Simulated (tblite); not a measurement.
# C12H9BrSe: the cost of one run

The runs use tblite 0.8.0 and PySCF 2.14.0, with density-fitted response routines of our own; the level of theory stands in each step. All values are computed, except where a source is named. Atoms are numbered from 0 throughout.

### Step 1. The starting structure

23 atoms, charge 0, multiplicity 1; geometry from: force field or distance geometry start.

Bonds of the start (Å): Br0–C1 1.91, C1–C2 1.40, C2–C3 1.39, C3–C4 1.36, C4–Se5 1.93, Se5–C6 1.92, C6–C7 1.40, C7–C8 1.38, C8–C9 1.37, C9–C10 1.38, C10–C11 1.39, C4–C12 1.38, C12–C13 1.36, C13–C1 1.39, C11–C6 1.37, C2–H14 1.08, C3–H15 1.09, C7–H16 1.09, C8–H17 1.08, C9–H18 1.09, C10–H19 1.10, C11–H20 1.08, C12–H21 1.11, C13–H22 1.09.

### Step 2. Optimising the geometry with GFN2-xTB

Job settings and geometry (Å):

```
{"job": {"kind": "relax", "xc": "GFN2-xTB", "basis": "xTB"}, "charge": 0, "multiplicity": 1}
Br    -5.300100     0.561700     1.762900
C     -3.750400     0.077700     0.763400
C     -3.079000    -1.116700     1.046100
C     -1.950000    -1.435200     0.292500
C     -1.529700    -0.564400    -0.667100
Se     0.036500    -0.999500    -1.712500
C      1.601900    -0.268900    -0.863200
C      1.796600    -0.620900     0.475200
C      2.884500    -0.169400     1.199400
C      3.758700     0.656900     0.538000
C      3.576400     1.010100    -0.788500
C      2.487300     0.550800    -1.515300
C     -2.176900     0.626000    -0.946800
C     -3.288700     0.937200    -0.221700
H     -3.409200    -1.802800     1.805200
H     -1.401900    -2.357400     0.485100
H      1.072800    -1.272500     0.958200
H      3.002300    -0.462900     2.235300
H      4.612200     1.018100     1.111500
H      4.325100     1.670300    -1.242700
H      2.325500     0.825700    -2.548200
H     -1.787200     1.286700    -1.746700
H     -3.811500     1.876200    -0.410000
```

The run is started by

```
> OMP_NUM_THREADS=2 python probes_run.py task.json out
```

This one command runs all jobs of the session in turn.

**Question.** How long does this first job take on 2 threads of Intel Xeon Platinum 8488C, shared host, and how much memory does it need?

About 5 s, with a peak of 0.18 GiB.
